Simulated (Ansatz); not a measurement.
**SnH3Se radical: basis-set convergence**

One table from this session's results is given with a row withheld; the runs are named, their logs left out.

Program: Ansatz 0.2.0, Gaussian basis. Level of theory: one geometry, several basis sets. These are calculated values, not measurements.

Plan: PBE0-D4/def2-SVP; ωB97M-V/def2-SVP; PBE0-D4/def2-QZVPP; ωB97M-V/def2-QZVPP; the functionals' def2-TZVPP values are taken from earlier runs.

## The geometry

The geometry comes from an earlier relaxation with PBE0-D4 in a triple-zeta def2 set; it is a stationary point. Sn takes the def2 core potential; no spin-orbit term is included.

SMILES `[SeH][SnH2]`, 5 atoms, charge 0, spin multiplicity 2.

Atoms are counted from 1 here; the program's logs count them from 0.

Bond lengths: Se1–Sn2 2.541 Å, Se1–H3 1.469 Å, Sn2–H4 1.727 Å, Sn2–H5 1.723 Å. Angles: Sn2–Se1–H3 92.1°, Se1–Sn2–H4 107.7°, Se1–Sn2–H5 103.8°, H4–Sn2–H5 109.5°.

Set-up of the first run:

in.yaml

```yaml
crystal:
  periodic: [false, false, false]
  atoms:
    - {symbol: Se, position_ang: [1.009193, -0.943497, 1.084381]}
    - {symbol: Sn, position_ang: [0.052547, 0.453966, -0.809941]}
    - {symbol: H, position_ang: [0.054268, -2.031308, 0.835039]}
    - {symbol: H, position_ang: [-1.669116, 0.397176, -0.687441]}
    - {symbol: H, position_ang: [0.603010, 2.049965, -0.463337]}
basis:
  gaussian: {orbitals: def2-SVP}
magnetization: {spin_polarized: true, initial_magnetization: 1}
hamiltonian: {xc: pbe0, dispersion: d4}
output: {orbitals: {seedname: orbitals}}
```

Steps of the session up to this table: PBE0-D4 in def2-SVP; ωB97M-V in def2-SVP; PBE0-D4 in def2-QZVPP; ωB97M-V in def2-QZVPP.

One table of the session follows, with a row left open; its other results are not shown here.

It belongs to the step «Functionals by basis». 

| functional | basis | HOMO (eV) | LUMO (eV) |
| --- | --- | --- | --- |
| PBE0-D4 | def2-SVP | -5.95 | -3.27 |
| PBE0-D4 | def2-TZVPP | -6.04 | -3.34 |
| PBE0-D4 | def2-QZVPP | -6.05 | -3.35 |
| ωB97M-V | def2-SVP | -7.89 | -1.53 |
| ωB97M-V | def2-TZVPP | -8.01 | -1.68 |
| ωB97M-V | def2-QZVPP | ? | ? |

Q: Estimate the row for ωB97M-V, def2-QZVPP from the others.

As computed: HOMO (eV): -8.02; LUMO (eV): -1.70. In the column «HOMO (eV)» it is the lowest.
